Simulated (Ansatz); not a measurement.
# TiSn3O8: the cost of one run

Method: DFT PBE, scalar-relativistic, plane waves, PAW, in Ansatz 0.2.0.

1 further run of the same task is left out (set aside as unsound or not needed).

### 1 The system as given

The structure is orthorhombic, space group Immm (No. 71). Conventional cell: a = 6.355 Å, b = 6.757 Å, c = 6.767 Å, α = 90.00°, β = 90.00°, γ = 90.00°. Ti (site symmetry mmm) has 6 O at 1.98 to 2.03 Å as nearest neighbours. Sn (site symmetry 2mm) is surrounded by 6 O at 2.07 to 2.10 Å. Sn (site symmetry mmm) has 6 O at 2.05 to 2.10 Å as nearest neighbours. O (site symmetry m) has 1 Ti at 1.98 Å and 2 Sn at 2.10 Å as nearest neighbours. Around O (site symmetry m2m) lie 1 Ti at 2.03 Å and 2 Sn at 2.08 Å. O (site symmetry m2m) has 3 Sn at 2.05 to 2.07 Å as nearest neighbours.

As a file:

```cif
data_structure
_symmetry_space_group_name_H-M 'Immm'
_symmetry_Int_Tables_number 71
_cell_length_a 6.3549
_cell_length_b 6.7568
_cell_length_c 6.7674
_cell_angle_alpha 90.000
_cell_angle_beta 90.000
_cell_angle_gamma 90.000
_cell_volume 290.58
loop_
_atom_site_label
_atom_site_type_symbol
_atom_site_symmetry_multiplicity
_atom_site_Wyckoff_symbol
_atom_site_fract_x
_atom_site_fract_y
_atom_site_fract_z
_atom_site_occupancy
Ti1 Ti 2 c 0.00000 0.00000 0.50000 1
Sn1 Sn 4 e 0.74882 0.00000 0.00000 1
Sn2 Sn 2 d 0.00000 0.50000 0.00000 1
O1 O 8 m 0.26219 0.50000 0.18945 1
O2 O 4 h 0.00000 0.29973 0.50000 1
O3 O 4 g 0.00000 0.80399 0.00000 1
```

The cell was relaxed beforehand at this level, from a generated guess; it is a trial structure. At a tolerance of 0.02 Å it has space group Immm (No. 71); it has 12.11 Å³/atom, an uncorrected energy of -1.94 eV/atom over the elements.

### 2 Static run: bands, density of states and charges

File input.yaml:

```yaml
crystal:
  lattice:
    - [-3.1774331548, 3.378382954, 3.3837134988]
    - [3.1774331548, -3.378382954, 3.3837134988]
    - [3.1774331548, 3.378382954, -3.3837134988]
  atoms:
    - { symbol: Ti, position: [0.5, 0.5, 0.0] }
    - { symbol: Sn, position: [0.0, 0.7488240809, 0.7488240809] }
    - { symbol: Sn, position: [0.0, 0.2511759191, 0.2511759191] }
    - { symbol: Sn, position: [0.5, 0.0, 0.5] }
    - { symbol: O, position: [0.6894507797, 0.4516365238, 0.7621857441] }
    - { symbol: O, position: [0.6894507797, 0.9272650357, 0.2378142559] }
    - { symbol: O, position: [0.7997297025, 0.5, 0.2997297025] }
    - { symbol: O, position: [0.8039904185, 0.0, 0.8039904185] }
    - { symbol: O, position: [0.3105492203, 0.0727349643, 0.7621857441] }
    - { symbol: O, position: [0.3105492203, 0.5483634762, 0.2378142559] }
    - { symbol: O, position: [0.2002702975, 0.5, 0.7002702975] }
    - { symbol: O, position: [0.1960095815, 0.0, 0.1960095815] }
basis:
  ecutwfc: 420
kpoints:
  mp_grid: { grid: [6, 6, 6] }
  band_path:
    path:
      - [[0.0, 0.0, 0.0], [0.5, 0.5, -0.5], [0.47044776, 0.52955224, -0.47044776]]
      - [[-0.47044776, 0.47044776, 0.47044776], [0.0, 0.0, 0.0], [0.49921294, -0.49921294, 0.49921294]]
      - [[0.50078706, 0.49921294, -0.49921294], [0.5, 0.5, -0.5]]
      - [[0.0, 0.0, 0.0], [0.0, 0.5, 0.0], [0.25, 0.25, 0.25], [0.5, 0.0, 0.0], [0.0, 0.0, 0.0], [0.0, 0.0, 0.5], [0.25, 0.25, 0.25]]
    npoints: 10
hamiltonian:
  xc: pbe
scf:
  occupations: { method: gaussian, width: 0.02 }
  n_extra_bands: 30
output:
  forces: true
  stress: true
  eigenvalues: true
  populations: true
  dos: { projected: true, de: 0.02, nscf_kmesh: { grid: [9, 9, 9] } }
  bader: false
```

Command:

```console
$ ansatz run input.yaml --threads 4 --pin off --max-ram 8192MiB --backend cpu --events-out ev --progress --plain --runs-dir out
```

Q: Estimate wall time and peak memory on 4 threads of Arm Neoverse V2, shared host.

About 39 s, with a peak of 1.2 GiB.
